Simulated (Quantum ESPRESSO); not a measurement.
# AlIn under changes of volume

One of the cells (23.540 Å³/atom); the others are scaled copies at fixed shape and fractional positions:

```
Al In
1.0
     3.05413    0.00000    0.00000
    -1.52707    2.64496    0.00000
     0.00000    0.00000    5.82802
Al In
1 1
Cartesian
  0.0000 0.0000 0.0000
  0.0000 0.0000 2.9140
```

The cell was built by a generator and needn't be a form met in nature.

```yaml
Program: Quantum ESPRESSO 7.5
Functional: PBE
Potentials_or_basis: SSSP 1.3 efficiency PBE
Cutoff: 748 eV
Density_cutoff: 5987 eV
k_mesh: 10 × 10 × 5
Occupations: fermi-dirac, width 0.05 eV
Spin: no spin polarisation
```

```csv
volume (Å³/atom),energy over the lowest point (meV/atom),pressure (GPa)
22.127,12.72,3.2
22.598,5.08,2.0
23.069,0.97,0.8
23.540,0.00,-0.2
24.010,?,?
24.481,5.83,-1.7
24.952,11.80,-2.4
```

What does the run at 24.010 Å³/atom give?

Energy over the lowest point 1.78 meV/atom; pressure -1.0 GPa.

Worked out: A Birch-Murnaghan fit of order 3 (a polynomial in V^(-2/3)) to the other rows has its minimum at 23.46 Å³/atom with B0 = V·E''(V) = 47 GPa and B' = 6.5 at fixed shape and positions, which overstates the stiffness. It gives 1.76 meV/atom at 24.010 Å³/atom, against the run's 1.78, and -dE/dV = -1.0 GPa, against -1.0.

Energies are extrapolated to zero smearing.
